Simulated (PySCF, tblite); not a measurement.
# CH₁₀Si₃: a rotation path, then NMR shifts on frames

How do NMR shifts of CH₁₀Si₃ (`C[SiH2][SiH2][SiH3]`) change as the atoms move?

Programs: tblite 0.8.0 and PySCF 2.14.0, with density-fitted response routines of our own. Each step states its level of theory. These are calculated values for one molecule in the gas phase, unless marked as measured. Atoms are numbered from 0 throughout.

### 1 The molecule as given

14 atoms, charge 0, multiplicity 1; geometry from: GFN2-xTB.

Bonds of the start (Å): C0–Si1 1.90, Si1–Si2 2.32, Si2–Si3 2.32, C0–H4 1.09, C0–H5 1.09, C0–H6 1.09, Si1–H7 1.47, Si1–H8 1.47, Si2–H9 1.47, Si2–H10 1.47, Si3–H11 1.47, Si3–H12 1.47, Si3–H13 1.46.

### 2 The rotation path with GFN2-xTB

Job settings and geometry (Å):

```
{"job": {"kind": "neb", "xc": "GFN2-xTB", "basis": "xTB", "atoms": [0, 1, 2, 3], "turn": 120}, "charge": 0, "multiplicity": 1}
C     -1.992525     0.154234    -0.336533
Si    -1.230444    -0.372023     1.324006
Si     1.002887     0.254649     1.352219
Si     2.134601    -0.042109    -0.646552
H     -1.921306     1.229374    -0.478499
H     -3.042662    -0.114140    -0.401195
H     -1.481560    -0.320385    -1.170293
H     -2.052797     0.216384     2.391570
H     -1.410850    -1.826564     1.451622
H      1.700764    -0.469456     2.428569
H      1.122037     1.662022     1.775690
H      1.994871    -1.419288    -1.132088
H      1.602806     0.821020    -1.706572
H      3.573501     0.225808    -0.594085
```

With the program's defaults for keys left out, this is: GFN2-xTB climbing-image nudged elastic band, gas phase.

On the command line:

```console
$ OMP_NUM_THREADS=1 python probes_run.py task.json out
```

One launch serves the whole session: the jobs run in the order shown.

The log of the run:

```text
image   E - E0 / eV
  0      -0.0000
  1       0.0021
  2       0.0032
  3       0.0038
  4       0.0037
  5       0.0040
  6       0.0051
  7       0.0080
  8       0.0092
```

Wall time 3.4 s (1 thread of Arm Neoverse N1, shared host); peak memory 0.18 GiB.

The final band, with the dihedral C0–Si1–Si2–Si3:

```tsv
image	dihedral (°)	energy (eV)	energy (kcal/mol)
0	-40	0.000	0.0
1	-24	0.002	0.0
2	-10	0.003	0.1
3	5	0.004	0.1
4	19	0.004	0.1
5	34	0.004	0.1
6	49	0.005	0.1
7	63	0.008	0.2
8	79	0.009	0.2
```

### 3 NMR shieldings: image 0, PBE0/pcSseg-1

Job settings and geometry (Å):

```
{"job": {"kind": "nmr", "xc": "PBE0", "basis": "pcSseg-1", "pop": false}, "charge": 0, "multiplicity": 1}
C     -1.992500     0.154200    -0.336500
Si    -1.230400    -0.372000     1.324000
Si     1.002900     0.254600     1.352200
Si     2.134600    -0.042100    -0.646600
H     -1.921300     1.229400    -0.478500
H     -3.042700    -0.114100    -0.401200
H     -1.481600    -0.320400    -1.170300
H     -2.052800     0.216400     2.391600
H     -1.410800    -1.826600     1.451600
H      1.700800    -0.469500     2.428600
H      1.122000     1.662000     1.775700
H      1.994900    -1.419300    -1.132100
H      1.602800     0.821000    -1.706600
H      3.573500     0.225800    -0.594100
```

Method: GIAO PBE0/pcSseg-1 NMR shielding, non-relativistic, gas phase.

The log of the run:

```text
coarse grid: 12160 points
cycle   1  E = -912.0838550432  dE = -1.964e-01  |g| = 3.154e-01  |ddm| = 3.139e+00
cycle   2  E = -912.0769731996  dE =  6.882e-03  |g| = 3.485e-01  |ddm| = 5.478e-01
cycle   3  E = -912.1094095117  dE = -3.244e-02  |g| = 2.593e-02  |ddm| = 3.137e-01
cycle   4  E = -912.1095962861  dE = -1.868e-04  |g| = 7.074e-03  |ddm| = 4.033e-02
cycle   5  E = -912.1096119097  dE = -1.562e-05  |g| = 1.656e-03  |ddm| = 1.335e-02
cycle   6  E = -912.1096129978  dE = -1.088e-06  |g| = 2.633e-04  |ddm| = 2.990e-03
final grid: 100712 points
cycle   7  E = -912.1307809176  dE = -1.280e-05  |g| = 4.693e-03  |ddm| = 1.491e-02
cycle   8  E = -912.1307783761  dE =  2.541e-06  |g| = 5.502e-03  |ddm| = 7.960e-03
cycle   9  E = -912.1307862176  dE = -7.841e-06  |g| = 2.721e-04  |ddm| = 4.554e-03
cycle  10  E = -912.1307862323  dE = -1.476e-08  |g| = 4.547e-05  |ddm| = 3.706e-04
cycle  11  E = -912.1307862330  dE = -6.198e-10  |g| = 1.423e-05  |ddm| = 9.284e-05
converged SCF energy = -912.1307862330

GIAO shielding tensors (ppm)
atom      isotropic    diamagn.    paramagn.     s11        s22        s33       span
  0 C      195.145     254.181     -59.036    188.330    197.595    199.509     11.178
  1 Si     426.042     880.242    -454.200    406.701    407.761    463.663     56.962
  2 Si     480.664     881.228    -400.564    471.091    479.082    491.819     20.727
  3 Si     467.596     880.455    -412.859    454.883    466.916    480.989     26.106
  4 H       31.638      31.828      -0.190     27.202     29.380     38.332     11.131
  5 H       31.295      29.143       2.152     26.109     27.879     39.897     13.788
  6 H       31.681      32.893      -1.212     26.586     30.283     38.175     11.589
  7 H       27.599      28.923      -1.324     24.008     25.499     33.289      9.281
  8 H       27.693      29.390      -1.697     24.388     25.623     33.067      8.679
  9 H       28.391      29.214      -0.823     24.517     25.910     34.745     10.228
 10 H       28.354      29.583      -1.228     24.756     25.983     34.325      9.569
 11 H       28.263      29.686      -1.423     24.732     26.385     33.671      8.939
 12 H       28.242      29.964      -1.721     24.559     26.825     33.343      8.785
 13 H       28.144      28.831      -0.688     24.595     25.459     34.376      9.781
```

It took 18 s on 1 thread of Arm Neoverse N1, shared host; peak memory 0.7 GiB.

Shifts follow as δ = σ(reference) − σ, with reference shieldings (ppm) from runs at the same level and on the same kind of geometry: 1H TMS 31.72, 13C TMS 186.9, 29Si TMS 349.2. The references are single molecules in the gas phase. Each atom is listed at this fixed geometry, with no averaging over motion; a spectrum would average atoms that exchange fast.

```tsv
atoms	environment	σ (ppm)	δ (ppm)
C0	methyl carbon bonded to Si	195.1	-8.2
H7	hydrogen on a silicon bonded to C, Si	27.60	4.12
H8	hydrogen on a silicon bonded to C, Si	27.69	4.02
H13	hydrogen on a silicon bonded to Si	28.14	3.57
H12	hydrogen on a silicon bonded to Si	28.24	3.47
H11	hydrogen on a silicon bonded to Si	28.26	3.45
H10	hydrogen on a silicon bonded to 2 Si	28.35	3.36
H9	hydrogen on a silicon bonded to 2 Si	28.39	3.33
H5	hydrogen on a methyl carbon bonded to Si	31.30	0.42
H4	hydrogen on a methyl carbon bonded to Si	31.64	0.08
H6	hydrogen on a methyl carbon bonded to Si	31.68	0.04
Si1	silicon bonded to C, Si, 2 H	426.0	-76.9
Si3	silicon bonded to Si, 3 H	467.6	-118.4
Si2	silicon bonded to 2 Si, 2 H	480.7	-131.5
```

### 4 Nuclear shieldings: image 4, PBE0/pcSseg-1

Job settings and geometry (Å):

```
{"job": {"kind": "nmr", "xc": "PBE0", "basis": "pcSseg-1", "pop": false}, "charge": 0, "multiplicity": 1}
C     -1.866800    -0.370100    -0.393200
Si    -1.287500    -0.029800     1.385100
Si     1.031700     0.033900     1.388900
Si     2.033200     0.389200    -0.672600
H     -1.491000     0.380100    -1.085300
H     -2.950200    -0.376800    -0.472300
H     -1.506700    -1.337200    -0.732200
H     -1.938500     1.204000     1.851200
H     -1.829700    -1.098300     2.237600
H      1.534500    -1.234400     1.949300
H      1.499600     1.029700     2.368400
H      1.542400    -0.574100    -1.664700
H      1.734900     1.716600    -1.222200
H      3.493300     0.266800    -0.680300
```

Level: GIAO PBE0/pcSseg-1 NMR shielding, non-relativistic, gas phase.

The log of the run:

```text
coarse grid: 12160 points
cycle   1  E = -912.0830658834  dE = -1.966e-01  |g| = 3.156e-01  |ddm| = 3.141e+00
cycle   2  E = -912.0763119795  dE =  6.754e-03  |g| = 3.481e-01  |ddm| = 5.497e-01
cycle   3  E = -912.1086450027  dE = -3.233e-02  |g| = 2.610e-02  |ddm| = 3.120e-01
cycle   4  E = -912.1088333089  dE = -1.883e-04  |g| = 7.283e-03  |ddm| = 4.051e-02
cycle   5  E = -912.1088499665  dE = -1.666e-05  |g| = 1.697e-03  |ddm| = 1.364e-02
cycle   6  E = -912.1088511048  dE = -1.138e-06  |g| = 2.651e-04  |ddm| = 3.015e-03
final grid: 100712 points
cycle   7  E = -912.1298821278  dE = -1.391e-05  |g| = 4.730e-03  |ddm| = 1.640e-02
cycle   8  E = -912.1298795034  dE =  2.624e-06  |g| = 5.564e-03  |ddm| = 8.242e-03
cycle   9  E = -912.1298875553  dE = -8.052e-06  |g| = 2.623e-04  |ddm| = 4.657e-03
cycle  10  E = -912.1298875684  dE = -1.310e-08  |g| = 4.667e-05  |ddm| = 3.305e-04
cycle  11  E = -912.1298875690  dE = -5.823e-10  |g| = 1.653e-05  |ddm| = 9.501e-05
converged SCF energy = -912.1298875690

GIAO shielding tensors (ppm)
atom      isotropic    diamagn.    paramagn.     s11        s22        s33       span
  0 C      194.693     254.252     -59.560    187.109    196.900    200.069     12.960
  1 Si     428.030     880.196    -452.166    405.367    412.887    465.836     60.469
  2 Si     481.694     881.179    -399.485    465.858    482.943    496.282     30.423
  3 Si     467.729     880.454    -412.725    455.018    467.803    480.367     25.348
  4 H       31.691      32.793      -1.102     26.737     30.339     37.998     11.262
  5 H       31.283      29.150       2.133     26.029     27.873     39.948     13.919
  6 H       31.614      32.201      -0.588     27.294     29.418     38.129     10.835
  7 H       27.693      29.102      -1.408     24.165     25.622     33.292      9.127
  8 H       27.656      28.947      -1.291     24.144     25.534     33.290      9.146
  9 H       28.317      29.521      -1.204     24.500     26.082     34.371      9.871
 10 H       28.384      29.187      -0.803     24.487     25.941     34.724     10.237
 11 H       28.249      30.119      -1.870     24.416     27.182     33.150      8.734
 12 H       28.256      29.649      -1.392     24.833     26.168     33.769      8.936
 13 H       28.154      28.858      -0.703     24.594     25.470     34.399      9.805
```

Wall time 16 s (1 thread of Arm Neoverse N1, shared host); peak memory 0.72 GiB.

Key values: δ C0 -7.8, Si1 -78.9, Si3 -118.6, Si2 -132.5, H8 4.06, H7 4.02 ppm.

### 5 Nuclear shieldings: image 8, PBE0/pcSseg-1

Job settings and geometry (Å):

```
{"job": {"kind": "nmr", "xc": "PBE0", "basis": "pcSseg-1", "pop": false}, "charge": 0, "multiplicity": 1}
C     -2.097200    -0.878000    -0.146500
Si    -1.259900     0.228000     1.152900
Si     1.022800    -0.187700     1.153200
Si     2.238100     0.809600    -0.547700
H     -1.685800    -0.699600    -1.136400
H     -3.166700    -0.698500    -0.200500
H     -1.952300    -1.930100     0.082600
H     -1.560900     1.625200     0.801800
H     -1.943800    -0.010700     2.432600
H      1.258100    -1.643900     1.119200
H      1.592900     0.206000     2.453200
H      1.676700     0.495700    -1.866400
H      2.229900     2.271400    -0.435800
H      3.647300     0.412000    -0.604400
```

Method: GIAO PBE0/pcSseg-1 NMR shielding, non-relativistic, gas phase.

The log of the run:

```text
coarse grid: 12160 points
cycle   1  E = -912.0839206011  dE = -1.988e-01  |g| = 3.157e-01  |ddm| = 3.135e+00
cycle   2  E = -912.0766295241  dE =  7.291e-03  |g| = 3.506e-01  |ddm| = 5.501e-01
cycle   3  E = -912.1095564262  dE = -3.293e-02  |g| = 2.548e-02  |ddm| = 3.159e-01
cycle   4  E = -912.1097382726  dE = -1.818e-04  |g| = 6.411e-03  |ddm| = 3.826e-02
cycle   5  E = -912.1097505455  dE = -1.227e-05  |g| = 1.600e-03  |ddm| = 1.225e-02
cycle   6  E = -912.1097515687  dE = -1.023e-06  |g| = 2.424e-04  |ddm| = 2.938e-03
final grid: 100712 points
cycle   7  E = -912.1309768832  dE = -1.301e-05  |g| = 4.667e-03  |ddm| = 1.379e-02
cycle   8  E = -912.1309744084  dE =  2.475e-06  |g| = 5.449e-03  |ddm| = 7.679e-03
cycle   9  E = -912.1309820743  dE = -7.666e-06  |g| = 2.825e-04  |ddm| = 4.468e-03
cycle  10  E = -912.1309820902  dE = -1.584e-08  |g| = 4.640e-05  |ddm| = 3.626e-04
cycle  11  E = -912.1309820908  dE = -6.339e-10  |g| = 1.329e-05  |ddm| = 9.098e-05
converged SCF energy = -912.1309820908

GIAO shielding tensors (ppm)
atom      isotropic    diamagn.    paramagn.     s11        s22        s33       span
  0 C      195.014     253.419     -58.406    189.234    196.321    199.486     10.252
  1 Si     426.121     880.448    -454.327    404.392    410.071    463.901     59.509
  2 Si     479.803     881.435    -401.631    466.777    480.069    492.564     25.786
  3 Si     466.248     880.143    -413.896    450.833    467.194    480.717     29.884
  4 H       31.596      32.682      -1.086     26.488     30.073     38.227     11.739
  5 H       31.296      28.921       2.375     26.173     27.886     39.829     13.656
  6 H       31.616      30.899       0.717     26.922     29.282     38.643     11.721
  7 H       27.748      29.877      -2.129     24.530     25.941     32.772      8.242
  8 H       27.588      29.210      -1.622     23.823     25.615     33.326      9.503
  9 H       28.455      30.110      -1.655     24.865     26.367     34.134      9.269
 10 H       28.358      29.369      -1.011     24.486     25.972     34.616     10.131
 11 H       28.246      29.710      -1.464     24.534     26.807     33.397      8.863
 12 H       28.241      29.139      -0.898     24.786     26.044     33.895      9.109
 13 H       28.110      28.687      -0.577     24.556     25.486     34.286      9.730
```

It took 17 s on 1 thread of Arm Neoverse N1, shared host; peak memory 0.72 GiB.

This run: δ C0 -8.1, Si1 -77.0, Si3 -117.1, Si2 -130.6, H8 4.13, H7 3.97 ppm.

### 6 Comparing the runs: NMR shifts

Shifts (ppm) of some atoms, chosen among heavy atoms and hydrogens apart, with basis size and wall time:

```tsv
frame	C0	H7	H8	H9	Si1	Si3	Si2	functions	time
image 0	-8.2	4.12	4.02	3.33	-76.9	-118.4	-131.5	139	18 s
image 4	-7.8	4.02	4.06	3.40	-78.9	-118.6	-132.5	139	16 s
image 8	-8.1	3.97	4.13	3.26	-77.0	-117.1	-130.6	139	17 s
```

### 7 Outcome

```
                                        quantity                                                           value
                                         barrier                              0.009 eV (0.2 kcal/mol) at image 8
                           end to end (GFN2-xTB)                                                        0.009 eV
 13C shifts against TMS (PBE0/pcSseg-1, image 0)                                                        -8.2 ppm
  1H shifts against TMS (PBE0/pcSseg-1, image 0)  4.12, 4.02, 3.57, 3.47, 3.45, 3.36, 3.33, 0.42, 0.08, 0.04 ppm
29Si shifts against TMS (PBE0/pcSseg-1, image 0)                                       -76.9, -118.4, -131.5 ppm
                       range of the shift of Si1                                              -78.9 to -76.9 ppm
```

**Reading.** Along the band the dihedral turns by 118°, and the top (dihedral 79°) lies 0.2 kcal/mol above the start (GFN2-xTB, rough), so at room temperature this motion is fast. Ends this close can change order at a higher level. The top is the band's fixed end, so this is the step from end to end, not a climb to a saddle. Shifts at one fixed geometry are not the observed spectrum, which averages over the motion. In the first frame run (image 0): Shielding is most anisotropic at Si1 (span 57 ppm, paramagnetic term -454 ppm). Across the 3 runs the shift of Si1 moves most, between -78.9 (image 4) and -76.9 ppm (image 0).
